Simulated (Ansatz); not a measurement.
# C2HGa (triplet): wave-function methods side by side, cc-pVTZ

An exercise on one series of results from a longer session: the logs are not shown, and one member is left open.

Computed with Ansatz 0.2.0, Gaussian basis. Level: cc-pVTZ, core rule «outside noble gas», up to 16 orbitals frozen.

Plan: UHF; CCSD(T) on ROHF; CCSD(T) on UHF; BCCD(T) on ROHF; CCSDT(Q) on ROHF; CCSDT(Q) on UHF.

3 further runs of the same task are left out: 3 set aside as unsound or not needed. Runs told in other sessions of the task aren't counted.

## What is computed

The geometry is a PBE0/def2-TZVP stationary point (not a proven minimum) of the parent state, kept for this charge and spin. No spin-orbit coupling is included. The filled d shell of Ga may be among the frozen orbitals whatever the setting's name suggests.

4 atoms, charge 0, spin multiplicity 3.

Atoms are counted from 1 here; the program's logs count them from 0.

Bond lengths: C1–C2 1.216 Å, C1–H4 1.067 Å, C2–Ga3 2.016 Å. Angles: C2–C1–H4 180.0°, C1–C2–Ga3 180.0°.

Set-up of the first run:

Input file in.yaml:

```yaml
crystal:
  periodic: [false, false, false]
  atoms:
    - {symbol: C, position_ang: [0.000000, 0.000000, 0.845025]}
    - {symbol: C, position_ang: [0.000000, 0.000000, -0.370675]}
    - {symbol: Ga, position_ang: [0.000000, 0.000000, -2.386775]}
    - {symbol: H, position_ang: [0.000000, 0.000000, 1.912425]}
basis:
  gaussian: {orbitals: cc-pVTZ}
magnetization: {spin_polarized: true, initial_magnetization: 2}
hamiltonian: {xc: hf}
output: {orbitals: {seedname: orbitals}}
```

Command:

```sh
$ ansatz run in.yaml --threads 1 --pin off --events-out ev --progress --plain --max-ram 4096MiB --backend cpu
```

Among the steps run: UHF; CCSD(T) on ROHF; CCSD(T) on UHF; BCCD(T) on ROHF; CCSDT(Q) on ROHF; CCSDT(Q) on UHF.

One of the session's tables, all rows but one given; the rest of the session is left out.

It belongs to the step «Misses and costs». 

```
   method  from RCCSDT(Q) (meV)
     ROHF               +9916.6
      UHF               +9855.3
     RMP2                +936.0
     UMP2                +919.2
    RCCSD                +596.0
    UCCSD                +572.7
 RCCSD(T)                     ?
 UCCSD(T)                 +31.3
  BCCD(T)                 +48.3
   RCCSDT                 +45.2
   UCCSDT                 +24.8
RCCSDT(Q)                     0
UCCSDT(Q)                 -21.3
```

Q: Estimate the row for RCCSD(T) from the others.

**Answer.** from RCCSDT(Q) (meV): +51.2. In the column «from RCCSDT(Q) (meV)» it lies between BCCD(T) (+48.3) and UCCSD (+572.7).

To keep in mind: Restricted and unrestricted rows rest on different reference determinants; a gap between their highest levels can come from leftover correlation error, from unlike frozen cores or from another state.
